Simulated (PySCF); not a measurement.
# C6H9ClSe: the cost of one run

The runs use PySCF 2.14.0, with density-fitted response routines of our own; the level of theory stands in each step. All values are computed, except where a source is named. Atoms are numbered from 0 throughout.

### Step 1. Starting geometry

17 atoms, charge 0, multiplicity 1; geometry from: GFN2-xTB.

Bonds of the start (Å): C0–C1 1.32, C1–C2 1.50, C2–Cl3 1.81, C2–C4 1.50, C4–Se5 1.77, C4–C6 1.49, C6–C7 1.52, C0–H8 1.08, C0–H9 1.08, C1–H10 1.08, C2–H11 1.10, C6–H12 1.10, C6–H13 1.09, C7–H14 1.09, C7–H15 1.09, C7–H16 1.09.

### Step 2. Relaxing the molecule at PBE0-D3(BJ)/def2-SVP

The job: settings as JSON, then the geometry in Å.

```
{"job": {"xc": "PBE0", "basis": "def2-SVP", "d3": "d3bj", "grid": 1, "kind": "geom"}, "charge": 0, "multiplicity": 1}
C      3.014886     0.348132     0.085586
C      2.192304    -0.473317     0.709085
C      0.843158    -0.880300     0.196115
Cl     0.878311    -1.063398    -1.599664
C     -0.265888     0.039845     0.621414
Se    -0.064724     1.047552     2.059670
C     -1.519388    -0.007939    -0.184111
C     -2.731937     0.615059     0.488369
H      2.778610     0.770903    -0.876784
H      3.963165     0.621661     0.512662
H      2.448195    -0.891720     1.672233
H      0.600332    -1.885522     0.564849
H     -1.321187     0.512848    -1.128528
H     -1.722227    -1.050565    -0.449840
H     -2.566700     1.673861     0.671796
H     -3.607576     0.504823    -0.145912
H     -2.926332     0.130107     1.442611
```

Command:

```
OMP_NUM_THREADS=1 python probes_run.py task.json out
```

The driver reads the jobs from task.json and runs them one after another.

Q: Estimate the wall time and peak memory of this first job on 1 thread of Arm Neoverse V1, shared host.

About 7.2 min, with a peak of 0.9 GiB.
